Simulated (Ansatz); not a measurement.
# NaPr: the cost of one run

Method: DFT PBE, scalar-relativistic, plane waves, PAW; 4f electrons in the core of a trivalent norm-conserving potential, in Ansatz 0.2.0.

2 further runs of the same task are left out: 1 that didn't finish, 1 set aside as unsound or not needed. Runs told in other sessions of the task aren't counted.

**1. The structure to begin with**

It takes space group P4/mmm (No. 123, tetragonal). Conventional cell: a = 3.373 Å, b = 3.373 Å, c = 4.077 Å, α = 90.00°, β = 90.00°, γ = 90.00°. Na (site symmetry 4/mmm) is surrounded by 8 Pr at 3.14 Å and 4 Na at 3.37 Å. Pr (site symmetry 4/mmm) is surrounded by 8 Na at 3.14 Å and 4 Pr at 3.37 Å.

Structure file:

```
Na Pr
1.0
     3.37310    0.00000    0.00000
     0.00000    3.37310    0.00000
     0.00000    0.00000    4.07695
Na Pr
1 1
Direct
  0.00000 0.00000 0.00000
  0.50000 0.50000 0.50000
```

A structure generator made this guess: species swapped into a database cell of SmTl (P4/mmm, No. 123), with Na on the Sm sites and Pr on the Tl sites. Its size is a rough estimate.

**2. The guess as it stands, on a coarse mesh**

input.yaml reads:

```yaml
crystal:
  lattice:
    - [3.37309632, 0.0, 0.0]
    - [0.0, 3.37309632, 0.0]
    - [0.0, 0.0, 4.07695151]
  atoms:
    - { symbol: Na, position: [0.0, 0.0, 0.0] }
    - { symbol: Pr, position: [0.5, 0.5, 0.5] }
basis:
  ecutwfc: 660
kpoints:
  mp_grid: { grid: [6, 6, 4] }
hamiltonian:
  xc: pbe
  pseudopotentials:
    kind: paw
    azcp: { Pr: "pseudopotentials/pbe/nc/lanthanide_3plus/Pr.nc.azcp" }
scf:
  occupations: { method: gaussian, width: 0.1 }
  lower_state_search: "off"
output:
  forces: true
  stress: true
  eigenvalues: true
```

The run is started by

```
$ ansatz run input.yaml --threads 1 --pin off --max-ram 2560MiB --backend cpu --events-out ev --progress --plain --runs-dir out
```

Q: Estimate wall time and peak memory on 1 thread of AMD EPYC (Zen 3), shared host.

About 4.4 s, with a peak of 0.33 GiB.
